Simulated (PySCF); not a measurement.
# ZrF2: structure of the singlet

Where does singlet ZrF2 go from a bent start, is the end point a minimum, and what are its modes, charges and moments?

Method: PBE0, basis Zr def2-TZVP with ECP28, F def2-TZVP, scalar-relativistic core potentials, no spin–orbit coupling, density fitting; program: PySCF 2.14.0.

### 1 The starting structure

3 atoms, charge 0, spin multiplicity 1.

Bond lengths: Zr1–F2 2.180 Å, Zr1–F3 2.180 Å. Angles: F2–Zr1–F3 110.0°.

```xyz
3
charge 0 multiplicity 1
Zr    0.0000    0.0000    0.0000
F     1.7858    0.0000    1.2504
F    -1.7858    0.0000    1.2504
```

### 2 The SCF at the typed geometry

One driver script runs all steps and calls PySCF; scf.py shows how it sets up the SCF of each step. The optimiser is the driver's own. After this first run the driver tries any further starts and a stability analysis.

scf.py reads:

```python
from pyscf import gto, scf, dft
mol = gto.M(atom='''
Zr     0.000000     0.000000     0.000000
F      1.785800     0.000000     1.250400
F     -1.785800     0.000000     1.250400''',
    basis={'Zr': 'def2-TZVP', 'F': 'def2-TZVP'},
    ecp={'Zr': 'def2-TZVP'},
    charge=0, spin=0)
mf = dft.RKS(mol, xc='PBE0')
mf.grids.atom_grid = (50, 194)
aux = {'Zr': 'def2-universal-JKFIT', 'F': 'def2-universal-JKFIT'}
mf = mf.density_fit(auxbasis=aux)
mf.conv_tol = 1e-08
mf.diis_space = 10
mf.max_cycle = 60
mf.init_guess = 'minao'
mf.verbose = 4
mf.kernel()
```

On the command line:

```
> OMP_NUM_THREADS=2 python axn.py task.json out
```

What it wrote:

```text
init E= -240.947589201711
  HOMO = -0.440510351688966  LUMO = -0.439306860207877  gap/eV = 0.03275
cycle= 1 E= -246.400820512692  delta_E= -5.45  |g|= 0.939  |ddm|= 4.36
  HOMO = -0.0808301979054159  LUMO = -0.0580539252607726  gap/eV = 0.61977
cycle= 2 E= -246.152860491962  delta_E= 0.248  |g|= 1.48  |ddm|= 2.56
  HOMO = -0.156081349174292  LUMO = -0.148210425269932  gap/eV = 0.21418
cycle= 3 E= -246.595826376542  delta_E= -0.443  |g|= 0.177  |ddm|= 2.24
  HOMO = -0.165990346264561  LUMO = -0.127893704914165  gap/eV = 1.03666
cycle= 4 E= -246.603758958517  delta_E= -0.00793  |g|= 0.0714  |ddm|=  0.2
  HOMO = -0.155702636222831  LUMO = -0.112884413062719  gap/eV = 1.16514
cycle= 5 E= -246.604644036095  delta_E= -0.000885  |g|= 0.0473  |ddm|= 0.107
  HOMO = -0.162308646226087  LUMO = -0.11738775495115  gap/eV = 1.22236
cycle= 6 E= -246.605190536334  delta_E= -0.000547  |g|= 0.00962  |ddm|= 0.0352
  HOMO = -0.164931816623955  LUMO = -0.119117094748155  gap/eV = 1.24668
cycle= 7 E= -246.605219686488  delta_E= -2.92e-05  |g|= 0.00284  |ddm|= 0.0119
  HOMO = -0.165667148061853  LUMO = -0.119650857751132  gap/eV = 1.25217
cycle= 8 E= -246.605223011113  delta_E= -3.32e-06  |g|= 0.000173  |ddm|= 0.00538
  HOMO = -0.165702099240431  LUMO = -0.119674436453096  gap/eV = 1.25248
cycle= 9 E= -246.605223033807  delta_E= -2.27e-08  |g|= 4.39e-05  |ddm|= 0.000547
  HOMO = -0.165696439470526  LUMO = -0.119669320067256  gap/eV = 1.25246
cycle= 10 E= -246.605223034284  delta_E= -4.77e-10  |g|= 1.25e-05  |ddm|= 5.14e-05
  HOMO = -0.165691327122843  LUMO = -0.119665676317855  gap/eV = 1.25242
Extra cycle  E= -246.605223034294  delta_E= -1.03e-11  |g|= 1.11e-05  |ddm|= 2.64e-05
converged SCF energy = -246.605223034294
```

This step, with its further starts and checks, ran for 8.2 s (2 threads of Arm Neoverse V1, shared host).

Energies from each starting density:

```tsv
start	energy (Eh)
the minimal-basis guess	-246.605223
a thermally smeared density	-246.629013
a smeared PBE density	-246.629013
```

This is not the lowest solution: one lies 62.5 kJ/mol lower, at -246.62901 Eh, and the relaxation starts from that.

### 3 Bent start, singlet: relaxation

The program finds C2v symmetry in the start, which this walk keeps. Threshold on the gradient: 0.0003 Eh/bohr, with a further test on the energy change.

Edit scf.py of step 2 so:

```diff
@@ -3,3 +3,3 @@
-Zr     0.000000     0.000000     0.000000
-F      1.785800     0.000000     1.250400
-F     -1.785800     0.000000     1.250400''',
+Zr     0.000000     0.000000    -0.371467
+F      1.785800    -0.000000     0.878933
+F     -1.785800     0.000000     0.878933''',
@@ -16 +15,0 @@
-mf.init_guess = 'minao'
```

The optimiser's trace:

```tsv
step	energy (Eh)	change (kJ/mol)	largest symmetric gradient (Eh/bohr)
0	-246.629013	0.00	0.10343
1	-246.681688	-138.30	0.05619
2	-246.693021	-168.05	0.02411
3	-246.695452	-174.43	0.00627
4	-246.695616	-174.87	0.00100
5	-246.695673	-175.01	0.00102
6	-246.695676	-175.02	0.00019
7	-246.695676	-175.02	0.00000
```

The walk took 15 s.

Geometry (Å) and forces (eV/Å) at some steps:

```
step 0
Zr   0.000   0.000  -0.371   0.000   0.000   5.319
F    1.786   0.000   0.879  -3.452   0.000  -2.659
F   -1.786   0.000   0.879   3.452   0.000  -2.659
step 1
Zr   0.000   0.000  -0.238   0.000   0.000   2.890
F    1.691   0.000   0.812  -2.280   0.000  -1.445
F   -1.691   0.000   0.812   2.280   0.000  -1.445
step 4
Zr   0.000   0.000  -0.219   0.000   0.000  -0.051
F    1.560   0.000   0.803  -0.034   0.000   0.026
F   -1.560   0.000   0.803   0.034   0.000   0.026
step 7
Zr   0.000   0.000  -0.240   0.000   0.000   0.000
F    1.537   0.000   0.813   0.000   0.000   0.000
F   -1.537   0.000   0.813   0.000   0.000   0.000
```

After 7 steps and 175.0 kJ/mol it ends at C2v: Zr–F 1.863 Å (×2); F–Zr–F 111.2°.

### 4 Hessian and properties

On the finer grid the gradient is checked again; gradients at displacements of ±0.02 bohr then give force constants and infrared intensities.

Edit scf.py of step 3 so:

```diff
@@ -3,3 +3,3 @@
-Zr     0.000000     0.000000    -0.371467
-F      1.785800    -0.000000     0.878933
-F     -1.785800     0.000000     0.878933''',
+Zr    -0.000000    -0.000000    -0.309147
+F      1.539999    -0.000000     0.738197
+F     -1.539999     0.000000     0.738197''',
@@ -10 +10 @@
-mf.grids.atom_grid = (50, 194)
+mf.grids.atom_grid = (75, 302)
@@ -13 +13 @@
-mf.conv_tol = 1e-08
+mf.conv_tol = 1e-10
```

The driver hands on the density of the step before, so the log starts near convergence.

Log of the central SCF (cycles and frontier levels):

```text
init E= -246.696012411651
  HOMO = -0.191717838537077  LUMO = -0.105447910916885  gap/eV = 2.34752
cycle= 1 E= -246.696012411651  delta_E= 1.14e-13  |g|= 8.9e-06  |ddm|= 1.76e-05
  HOMO = -0.19171679520662  LUMO = -0.1054464855526  gap/eV = 2.34753
Extra cycle  E= -246.696012411609  delta_E= 4.2e-11  |g|= 1.88e-05  |ddm|= 1.84e-05
converged SCF energy = -246.696012411609
```

The whole step took 25 s.

Geometry: C2v; Zr–F 1.862 Å (×2); F–Zr–F 111.6°.

Harmonic modes (main isotopes):

| symmetry | ω (cm⁻¹) | IR (km/mol) | μ (u) | type |
| --- | --- | --- | --- | --- |
| a1 | 154 | 6.4 | 21.86 | bend |
| a1 | 703 | 82.7 | 21.19 | stretch |
| b2 | 707 | 127 | 23.08 | stretch |

All wavenumbers are real: a minimum.

Properties at this point:

```yaml
Dipole_moment: 1.77 D
Highest_occupied_level: -5.22 eV
Lowest_empty_level: -2.87 eV
Rotational_constants: 0.5754, 0.1871, 0.1412 cm⁻¹
Zero-point_energy: 9.4 kJ/mol
Principal_polarisabilities: 67.5, 86.5, 101.8 bohr³
Atomisation_energy_without_zero-point_energy: 1212 kJ/mol
Principal_traceless_quadrupole_moments_about_the_centre_of_mass: -1.85, -1.11, 2.96 D Å
Entropy_at_298.15_K_and_1_bar: 278.3 J/(mol K)
Heat_capacity_Cp_at_298.15_K: 48.1 J/(mol K)
Enthalpy_at_298.15_K_above_0_K: 12.17 kJ/mol
Rotational_symmetry_number: 2
```

Charges (e) and bond orders:

| atom | Mulliken | Löwdin | polar tensor | Mayer order to Zr1 |
| --- | --- | --- | --- | --- |
| Zr1 | 0.81 | 0.42 | 1.12 | – |
| F2,3 | -0.40 | -0.21 | -0.56 | 1.04 |

Outer orbital energies (eV). occupied: -31.55, -13.48, -13.39, -12.83, -12.76, -12.61, -12.30, -5.22; empty: -2.87, -2.86, -1.82, -1.30.

Mulliken populations on Zr1 (outside its core potential): s 3.29, p 6.20, d 1.60, f 0.09.

### 5 A spin-polarised start

A stability analysis found the closed shell of the lowest minimum unstable towards spin polarisation, so the unrestricted solution is followed.

The program finds C2v symmetry in the start, which may break.

Edit scf.py of step 4 so:

```diff
@@ -3,3 +3,3 @@
-Zr    -0.000000    -0.000000    -0.309147
-F      1.539999    -0.000000     0.738197
-F     -1.539999     0.000000     0.738197''',
+Zr    -0.000000     0.000000    -0.311144
+F      1.539999    -0.000000     0.736201
+F     -1.539999     0.000000     0.736201''',
@@ -9,2 +9,2 @@
-mf = dft.RKS(mol, xc='PBE0')
-mf.grids.atom_grid = (75, 302)
+mf = dft.UKS(mol, xc='PBE0')
+mf.grids.atom_grid = (50, 194)
@@ -13 +13 @@
-mf.conv_tol = 1e-10
+mf.conv_tol = 1e-08
```

The optimiser's trace:

```tsv
step	energy (Eh)	change (kJ/mol)	largest gradient (Eh/bohr)
0	-246.707530	0.00	0.01160
1	-246.708527	-2.62	0.00370
2	-246.709353	-4.79	0.00939
3	-246.709695	-5.68	0.00833
4	-246.709994	-6.47	0.00349
5	-246.710051	-6.62	0.00041
6	-246.710053	-6.63	0.00003
```

The walk took 16 s.

Geometry (Å) and forces (eV/Å) at some steps:

```
step 0
Zr   0.000   0.000  -0.311   0.000   0.000  -0.354
F    1.540   0.000   0.736   0.597   0.000   0.177
F   -1.540   0.000   0.736  -0.597   0.000   0.177
step 1
Zr   0.000   0.000  -0.296   0.000   0.000   0.161
F    1.577   0.000   0.729   0.191   0.000  -0.081
F   -1.577   0.000   0.729  -0.191   0.000  -0.081
step 3
Zr   0.000   0.000  -0.218   0.000   0.000   0.428
F    1.674   0.000   0.689  -0.239   0.000  -0.214
F   -1.674   0.000   0.689   0.239   0.000  -0.214
step 6
Zr   0.000   0.000  -0.159   0.000   0.000   0.002
F    1.710   0.000   0.660  -0.001   0.000  -0.001
F   -1.710   0.000   0.660   0.001   0.000  -0.001
```

After 6 steps and 6.6 kJ/mol it ends at C2v: Zr–F 1.896 Å (×2); F–Zr–F 128.8°.

### 6 Hessian and properties

As before: finer grid, then central differences.

Edit scf.py of step 5 so:

```diff
@@ -3,3 +3,3 @@
-Zr    -0.000000     0.000000    -0.311144
-F      1.539999    -0.000000     0.736201
-F     -1.539999     0.000000     0.736201''',
+Zr     0.000000    -0.000000    -0.266120
+F      1.691212     0.000000     0.587025
+F     -1.691212     0.000000     0.587024''',
@@ -10 +10 @@
-mf.grids.atom_grid = (50, 194)
+mf.grids.atom_grid = (75, 302)
@@ -13 +13 @@
-mf.conv_tol = 1e-08
+mf.conv_tol = 1e-10
```

Log of the central SCF (cycles and frontier levels):

```text
init E= -246.710105716096
[... the frontier-level lines of each cycle are left out ...]
cycle= 1 E= -246.710105716099  delta_E= -2.84e-12  |g|= 2.26e-06  |ddm|= 4.83e-06
Extra cycle  E= -246.710105716096  delta_E= 2.56e-12  |g|= 4.21e-06  |ddm|= 3.91e-06
converged SCF energy = -246.710105716096  <S^2> = 0.90640891  2S+1 = 2.1507291
```

The whole step ran for 47 s (2 threads of Arm Neoverse V1, shared host).

Geometry: C2v; Zr–F 1.894 Å (×2); F–Zr–F 126.5°.

Harmonic modes (main isotopes):

| ω (cm⁻¹) | IR (km/mol) | μ (u) | type |
| --- | --- | --- | --- |
| 116 | 5.0 | 22.59 | bend |
| 649 | 74.2 | 20.55 | stretch |
| 672 | 161 | 23.71 | stretch |

All wavenumbers are real: a minimum.

The SCF density has lower symmetry than the nuclear frame, so the modes carry no labels.

Properties at this point:

| Item | Value |
| --- | --- |
| Dipole moment | 1.64 D |
| Highest occupied level | -5.47 eV |
| Lowest empty level | -2.36 eV |
| Rotational constants | 0.8672, 0.1551, 0.1316 cm⁻¹ |
| Zero-point energy | 8.6 kJ/mol |
| Principal polarisabilities | 52.0, 70.5, 85.4 bohr³ |
| Atomisation energy without zero-point energy | 1249 kJ/mol |
| Principal traceless quadrupole moments about the centre of mass | -6.60, 2.75, 3.86 D Å |
| Entropy at 298.15 K and 1 bar | 280.4 J/(mol K) |
| Heat capacity Cp at 298.15 K | 48.9 J/(mol K) |
| Enthalpy at 298.15 K above 0 K | 12.45 kJ/mol |
| Rotational symmetry number | 2 |
| Spin squared ⟨S²⟩ | 0.906 |

Charges (e) and bond orders:

```
atom  Mulliken  Löwdin  polar tensor  spin (Mulliken)  Mayer order to Zr1
 Zr1      0.90    0.51          1.17             0.00                   –
F2,3     -0.45   -0.25         -0.58             0.00                0.96
```

Mulliken populations on Zr1 (outside its core potential): s 2.89, p 6.22, d 1.90, f 0.09.

### 7 All stationary points

| spin | group | bonds | imaginary modes (cm⁻¹) | ΔE (kJ/mol) | with zero-point energy |
| --- | --- | --- | --- | --- | --- |
| broken-symmetry (Ms = 0) | C2v (density of lower symmetry) | Zr–F 1.894 Å (×2) | none | 0.0 | 0.0 |
| singlet | C2v | Zr–F 1.862 Å (×2) | none | 37.0 | 37.8 |

### 8 Results

| quantity | value |
| --- | --- |
| minimum | broken-symmetry (Ms = 0), C2v |
| geometry | Zr–F 1.894 Å (×2); F–Zr–F 126.5° |
| wavenumbers (cm⁻¹) | 116, 649, 672 |
| dipole moment | 1.64 D |
| highest occupied, lowest empty level (either spin) | -5.47, -2.36 eV |
| polar-tensor charge of Zr1 | +1.17 e |
| zero-point energy | 8.6 kJ/mol |
| entropy at 298.15 K | 280.4 J/(mol K) |
| atomisation energy (no zero-point energy) | 1249 kJ/mol |
| ⟨S²⟩ | 0.906 |

**Reading.** The bent start keeps its C2v symmetry and ends in a minimum. The determinant is spin-contaminated (⟨S²⟩ = 0.91 against 0.00), so it is no pure spin state. In the infrared the band at 672 cm⁻¹ (stretch) leads. The first SCF alone would have been 62 kJ/mol too high. Only this shape and spin were tried, so other structures or states may lie lower. The SCF density has lower symmetry than the nuclear frame.

The search up to here took 1.9 min.
